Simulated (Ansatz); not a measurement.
# KCaHfSbO6: the cost of one run

Computed with Ansatz 0.2.0 (DFT PBE, scalar-relativistic, plane waves, PAW, unless a step's input says otherwise).

3 further runs of the same task are left out: 3 set aside as unsound or not needed.

**1. The structure to begin with**

It takes space group F-43m (No. 216, cubic). The conventional cell has a = 8.124 Å, b = 8.124 Å, c = 8.124 Å, α = 90.00°, β = 90.00°, γ = 90.00°. Around K (site symmetry -43m) lie 12 O at 2.87 Å. Ca (site symmetry -43m) has 12 O at 2.87 Å as nearest neighbours. Hf (site symmetry -43m) is surrounded by 6 O at 2.07 Å. Sb (site symmetry -43m) has 6 O at 1.99 Å as nearest neighbours. O (site symmetry 2mm) is surrounded by 1 Sb at 1.99 Å and 1 Hf at 2.07 Å and 2 K at 2.87 Å and 2 Ca at 2.87 Å.

Coordinates:

```
K Ca Hf Sb O
1.0
     0.00000    4.06201    4.06201
     4.06201    0.00000    4.06201
     4.06201    4.06201    0.00000
K Ca Hf Sb O
1 1 1 1 6
Direct
  0.25000 0.25000 0.25000
  0.75000 0.75000 0.75000
  0.00000 0.00000 0.00000
  0.50000 0.50000 0.50000
  0.74522 0.25478 0.25478
  0.25478 0.74522 0.74522
  0.74522 0.74522 0.25478
  0.25478 0.25478 0.74522
  0.25478 0.74522 0.25478
  0.74522 0.25478 0.74522
```

It goes back to an entry of the Materials Project, which need not be the stable form.

This cell was relaxed beforehand with the same method: volume 13.40 Å³/atom, gap on the mesh 3.31 eV.

**2. Zero of energy**

The reference gives a free energy of -28974.2567 eV, pressure 0.03 GPa, largest force 0.000 eV/Å and gap on the mesh 3.31 eV. It was computed beforehand with the settings of the runs below.

**3. The disturbance**

The atoms are moved along a mode of 163i cm⁻¹:

```tsv
atom	ux (Å)	uy (Å)	uz (Å)
K1	0.000	0.000	0.000
Ca2	0.000	0.000	0.000
Hf3	0.000	0.000	0.000
Sb4	0.000	0.000	0.000
O5	0.000	0.105	-0.043
O6	0.000	-0.105	-0.043
O7	0.018	0.043	0.000
O8	0.018	-0.043	0.000
O9	-0.123	0.000	0.086
O10	0.088	0.000	0.000
```

**4. Relaxation of the disturbed structure**

File input.yaml:

```yaml
crystal:
  lattice:
    - [0.0, 4.0620096007, 4.0620096007]
    - [4.0620096007, 0.0, 4.0620096007]
    - [4.0620096007, 4.0620096007, 0.0]
  atoms:
    - { symbol: K, position: [0.25, 0.25, 0.25] }
    - { symbol: Ca, position: [0.75, 0.75, 0.75] }
    - { symbol: Hf, position: [0.0, 0.0, 0.0] }
    - { symbol: Sb, position: [0.5, 0.5, 0.5] }
    - { symbol: O, position: [0.7529112035, 0.2365117975, 0.2730470643] }
    - { symbol: O, position: [0.2365117975, 0.7529112035, 0.7375299347] }
    - { symbol: O, position: [0.7483542078, 0.7420869304, 0.2622227912] }
    - { symbol: O, position: [0.2473360706, 0.2622227912, 0.7420869304] }
    - { symbol: O, position: [0.2804904246, 0.7406635734, 0.2290684372] }
    - { symbol: O, position: [0.734396296, 0.265603704, 0.7560448422] }
basis:
  ecutwfc: 420
kpoints:
  mp_grid: { grid: [6, 6, 6] }
hamiltonian:
  xc: pbe
scf:
  occupations: { method: gaussian, width: 0.05 }
output:
  forces: true
  stress: true
  eigenvalues: true
relax:
  adjacent_minimum: "off"
  f_tol: 0.008
  max_steps: 80
  cell: { stress_tol: 0.08 }
```

Run with:

```bash
$ ansatz run input.yaml --threads 2 --pin off --max-ram 5120MiB --backend cpu --events-out ev --progress --plain --runs-dir out
```

**Question.** How long does this run take on 2 threads of Arm Neoverse V1, shared host, and how much memory does it need?

About 11 min, with a peak of 1 GiB.
